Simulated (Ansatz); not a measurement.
# Cl2H4OSi2: the cost of one run

Program: Ansatz 0.2.0, driven from Python. Level of theory: r2SCAN/6-31G*. These are calculated values, not measurements.

## 1. Starting point

Bond lengths: Cl1–Si2 2.039 Å, Si2–O3 1.664 Å, O3–Si4 1.622 Å, Si4–Cl5 2.047 Å, Si2–H6 1.491 Å, Si2–H7 1.519 Å, Si4–H8 1.442 Å, Si4–H9 1.515 Å. Angles: Cl1–Si2–O3 106.5°, Cl1–Si2–H6 109.0°, Cl1–Si2–H7 108.8°, O3–Si2–H6 109.9°, O3–Si2–H7 110.2°, H6–Si2–H7 112.2°, Si2–O3–Si4 136.6°, O3–Si4–Cl5 105.9°, O3–Si4–H8 114.9°, O3–Si4–H9 108.7°, Cl5–Si4–H8 108.2°, Cl5–Si4–H9 106.3°, H8–Si4–H9 112.3°.

No structure file is read: the coordinates are typed or built in the script.

## 2. The script

File cl2h4osi2_bde.py:

```python
# -*- coding: utf-8 -*-
'''Cost of removing each kind of hydrogen from Cl2H4OSi2, fragments frozen.'''

import ansatz as az


def energy_of(molecule, charge=0, unpaired=0):
    calc = molecule.calculation().basis(gaussian='6-31G*').functional('r2scan')
    if charge:
        calc = calc.charge(charge)
    if unpaired:
        calc = calc.spin('collinear', total=unpaired)
    report = calc.run(threads=1, pin='off').report
    if report['published_state_doubts']:
        print('  doubts:', report['published_state_doubts'])
    return report['free_energy_ev']

GEOMETRY = '''
Cl   -2.14450    0.17930    2.38650
Si   -1.14950    0.72430    0.69210
O     0.05500   -0.40150    0.46870
Si    1.05720   -0.83230   -0.73140
Cl    2.47270    0.64320   -0.83730
H    -2.09550    0.69100   -0.45930
H    -0.54660    2.10260    0.89940
H     0.43610   -0.95390   -2.02710
H     1.78900   -2.09490   -0.32270
'''

def without(molecule, index):
    rest = az.Crystal.molecule()
    for i, site in enumerate(molecule.cartesian_sites):
        if i != index:
            rest = rest.atom(site.symbol, site.position_ang)
    return rest

mol = az.Crystal.molecule()
for line in GEOMETRY.strip().splitlines():
    symbol, *xyz = line.split()
    mol = mol.atom(symbol, [float(v) for v in xyz])

whole = energy_of(mol, 0)
hydrogen = energy_of(az.Crystal.molecule().atom('H', (0, 0, 0)), 0, 1)
print(f'E(molecule) = {whole:.5f} eV, E(H) = {hydrogen:.5f} eV')
for index in [8]:
    radical = energy_of(without(mol, index), 0, 1)
    print(f'H{index}: homolysis {(radical + hydrogen - whole):.3f} eV')
    anion = energy_of(without(mol, index), -1)
    print(f'H{index}: loss of a proton {(anion - whole):.3f} eV')
```

## 3. The calls as engine input

The engine receives this input (first run):

```yaml
crystal:
  periodic: [false, false, false]
  atoms:
    - { symbol: Cl, position_ang: [-2.1445, 0.1793, 2.3865] }
    - { symbol: Si, position_ang: [-1.1495, 0.7243, 0.6921] }
    - { symbol: O, position_ang: [0.055, -0.4015, 0.4687] }
    - { symbol: Si, position_ang: [1.0572, -0.8323, -0.7314] }
    - { symbol: Cl, position_ang: [2.4727, 0.6432, -0.8373] }
    - { symbol: H, position_ang: [-2.0955, 0.691, -0.4593] }
    - { symbol: H, position_ang: [-0.5466, 2.1026, 0.8994] }
    - { symbol: H, position_ang: [0.4361, -0.9539, -2.0271] }
    - { symbol: H, position_ang: [1.789, -2.0949, -0.3227] }
basis:
  gaussian:
    orbitals: "6-31G*"
hamiltonian:
  xc: r2scan
```

## 4. Launch

Command:

```
$ python cl2h4osi2_bde.py
```

**Question.** How long does this script take on 1 thread of Arm Neoverse V1, shared host, and how much memory does it need?

About 30 s, with a peak of 0.28 GiB.
